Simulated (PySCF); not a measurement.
# The bond of ZnSi−, level by level

One table from this session's results is given with a row withheld; the runs are named, their logs left out.

Method: Zn def2-SVPD, Si def2-SVPD, no relativity; program: PySCF 2.14.0.

3 further runs of the same task are left out: 3 set aside as unsound or not needed.

Set-up of the first run:

Settings of the job:

* atoms: Zn, Si
* charge: -1
* basis: Zn def2-SVPD, Si def2-SVPD
* Hamiltonian: no relativity
* basis functions: 58
* electrons treated: 45
* masses in u: 63.9291, 27.9769
* levels: PBE0, PBE, r²SCAN, MN15, M06-L, revPBE, HF, MP2, SCS-MP2
* grid: 80 radial by 434 angular points
* occupations: held fixed by the projection of orbital angular momentum
* dissociation limit: Zn + Si−, each in its ground configuration
* starting distance in angstrom: 2.405
* values of 2S to try: 1, 3

The run is started by

```bash
$ OMP_NUM_THREADS=1 python dia.py task.json out
```

Steps of the session up to this table: Set-up; First curve: PBE0; PBE (GGA); r²SCAN; MN15 (hybrid meta-GGA); M06-L; revPBE (GGA); UHF (mean field).

One table of the session follows, with a row left open; its other results are not shown here.

Energy (eV) from each level's lowest point:

```
R (Å)    UHF  UHF-MP2  UHF-SCS-MP2    PBE  revPBE
2.129  0.727    0.418        0.470  0.367   0.411
2.228  0.422    0.179        0.214  0.150   0.178
2.327  0.231    0.054        0.074  0.039   0.055
2.402  0.139    0.012        0.022  0.005   0.012
2.476  0.076    0.000        0.001  0.000   0.000
2.550      ?        ?            ?      ?       ?
2.649  0.007    0.037        0.020  0.061   0.045
2.773  0.000    0.092        0.064  0.137   0.111
2.922  0.018    0.169        0.130  0.242   0.205
3.120  0.067    0.277        0.226  0.385   0.336
```

Q: Estimate the row for R (Å) = 2.550 from the others.

Worked estimate for «UHF». A straight line through the neighbours (2.476, 0.076) and (2.649, 0.007) gives 0.076 + (0.007 − 0.076) × (2.550 − 2.476) / (2.649 − 2.476) = 0.046; a parabola fitted to 4 rows on both sides gives 0.037.

As computed: UHF: 0.036; UHF-MP2: 0.008; UHF-SCS-MP2: 0.000; PBE: 0.016; revPBE: 0.009. In «UHF» the line misses by +0.010 and the parabola by +0.001.
